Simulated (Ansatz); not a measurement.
# HfWF3: from a guess to a relaxed structure

Aim: relax a trial structure of HfWF3 and see where it ends.

Method: DFT PBE, scalar-relativistic, plane waves, PAW, in Ansatz 0.2.0.

2 further runs of the same task are left out: 1 that didn't finish, 1 set aside as unsound or not needed.

## 1. Starting point

The structure is cubic, space group Pm-3m (No. 221). The conventional cell has a = 4.009 Å, b = 4.009 Å, c = 4.009 Å, α = 90.00°, β = 90.00°, γ = 90.00°. Around Hf (site symmetry m-3m) lie 12 F at 2.83 Å. W (site symmetry m-3m) is surrounded by 6 F at 2.00 Å. Around F (site symmetry 4/mmm) lie 2 W at 2.00 Å and 4 Hf at 2.83 Å.

Structure file:

```cif
data_structure
_symmetry_space_group_name_H-M 'Pm-3m'
_symmetry_Int_Tables_number 221
_cell_length_a 4.0089
_cell_length_b 4.0089
_cell_length_c 4.0089
_cell_angle_alpha 90.000
_cell_angle_beta 90.000
_cell_angle_gamma 90.000
_cell_volume 64.43
loop_
_atom_site_label
_atom_site_type_symbol
_atom_site_symmetry_multiplicity
_atom_site_Wyckoff_symbol
_atom_site_fract_x
_atom_site_fract_y
_atom_site_fract_z
_atom_site_occupancy
Hf1 Hf 1 b 0.50000 0.50000 0.50000 1
W1 W 1 a 0.00000 0.00000 0.00000 1
F1 F 3 d 0.50000 0.00000 0.00000 1
```

The cell is invented: species swapped into a database cell of DyRu3C (Pm-3m, No. 221), with Hf on the Dy sites, F on the Ru sites and W on the C sites. Its size is a rough estimate.

## 2. Probe: one point on a coarse mesh

Input file input.yaml:

```yaml
crystal:
  lattice:
    - [4.00885467, 0.0, 0.0]
    - [0.0, 4.00885467, 0.0]
    - [0.0, 0.0, 4.00885467]
  atoms:
    - { symbol: Hf, position: [0.5, 0.5, 0.5] }
    - { symbol: W, position: [0.0, 0.0, 0.0] }
    - { symbol: F, position: [0.5, 0.0, 0.0] }
    - { symbol: F, position: [0.0, 0.5, 0.0] }
    - { symbol: F, position: [0.0, 0.0, 0.5] }
basis:
  ecutwfc: 420
kpoints:
  mp_grid: { grid: [4, 4, 4] }
hamiltonian:
  xc: pbe
scf:
  occupations: { method: gaussian, width: 0.1 }
  lower_state_search: "off"
output:
  forces: true
  stress: true
  eigenvalues: true
```

Launch:

```sh
ansatz run input.yaml --threads 1 --pin off --max-ram 2048MiB --backend cpu --events-out ev --progress --plain --runs-dir out
```

The session goes on with these runs: coarse relaxation; relaxation on the finer mesh.

**Question.** What will these runs give? Wanted: conventional cell; volume; energy over the elements; gap on the mesh.

As calculated:

| quantity | value |
| --- | --- |
| symmetry at the end (tolerance 0.05 Å) | space group Pm-3m (No. 221) |
| conventional cell | a = 4.240 Å, b = 4.240 Å, c = 4.240 Å, α = 90.00°, β = 90.00°, γ = 90.00° |
| volume | 15.24 Å³/atom |
| energy over the elements (uncorrected; H, N, O, F and Cl as molecules) | -0.23 eV/atom |
| gap on the mesh | none (metal) |

The space group Pm-3m (No. 221) is kept, and the volume per atom grows by 18.3 % from the first guess. It lies below the elements, which doesn't yet make it stable: competing phases were not computed in this session. No finished test with a distortion of lower symmetry is shown, so the end may be a saddle point. The runs treat Hf, W without spin-orbit coupling. The final runs have no spin polarisation, so no magnetic state was tried and one may lie lower.
